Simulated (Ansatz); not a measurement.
# C2H6MgO: the cost of one run

All numbers below are computed with Ansatz 0.2.0 (RKS PBE/6-31G*).

## Step 1: The system as given

Bond lengths: C1–C2 1.454 Å, C2–Mg3 2.147 Å, Mg3–O4 2.086 Å, C1–H5 1.148 Å, C1–H6 1.153 Å, C1–H7 1.135 Å, C2–H8 1.117 Å, C2–H9 1.084 Å, O4–H10 0.969 Å. Angles: C1–C2–Mg3 107.9°, C1–C2–H8 109.9°, C1–C2–H9 111.3°, Mg3–C2–H8 107.8°, Mg3–C2–H9 110.5°, H8–C2–H9 109.3°, C2–C1–H5 112.2°, C2–C1–H6 112.5°, C2–C1–H7 112.7°, H5–C1–H6 105.4°, H5–C1–H7 107.4°, H6–C1–H7 106.1°, C2–Mg3–O4 177.5°, Mg3–O4–H10 99.7°.

As a file:

```xyz
10

C    -1.1939    0.7032    0.3051
C    -0.5089   -0.5063    0.7306
Mg    1.2875   -0.6925   -0.4313
O     3.0813   -0.8582   -1.4837
H    -1.4836    0.6698   -0.8049
H    -2.1817    0.8738    0.8740
H    -0.5722    1.6388    0.4663
H    -0.2140   -0.4188    1.8039
H    -1.1369   -1.3803    0.6008
H     3.0057   -0.0808   -2.0579
```

## Step 2: Relaxing end A

Contents of input.yaml:

```yaml
crystal:
  periodic: [false, false, false]
  atoms:
    - { symbol: C, position_ang: [-1.1939, 0.7032, 0.3051] }
    - { symbol: C, position_ang: [-0.5089, -0.5063, 0.7306] }
    - { symbol: Mg, position_ang: [1.2875, -0.6925, -0.4313] }
    - { symbol: O, position_ang: [3.0813, -0.8582, -1.4837] }
    - { symbol: H, position_ang: [-1.4836, 0.6698, -0.8049] }
    - { symbol: H, position_ang: [-2.1817, 0.8738, 0.874] }
    - { symbol: H, position_ang: [-0.5722, 1.6388, 0.4663] }
    - { symbol: H, position_ang: [-0.214, -0.4188, 1.8039] }
    - { symbol: H, position_ang: [-1.1369, -1.3803, 0.6008] }
    - { symbol: H, position_ang: [3.0057, -0.0808, -2.0579] }
basis:
  gaussian: { orbitals: "6-31G*" }
hamiltonian:
  xc: pbe
relax:
  f_tol: 0.015
  max_steps: 40
output:
  orbitals: {}
```

Launch:

```
> ansatz run input.yaml --threads 1 --pin off --max-ram 2048MiB --backend cpu --events-out ev --progress --plain --runs-dir out
```

Q: Estimate wall time and peak memory on 1 thread of Arm Neoverse V2, shared host.

About 21 s, with a peak of 0.13 GiB.
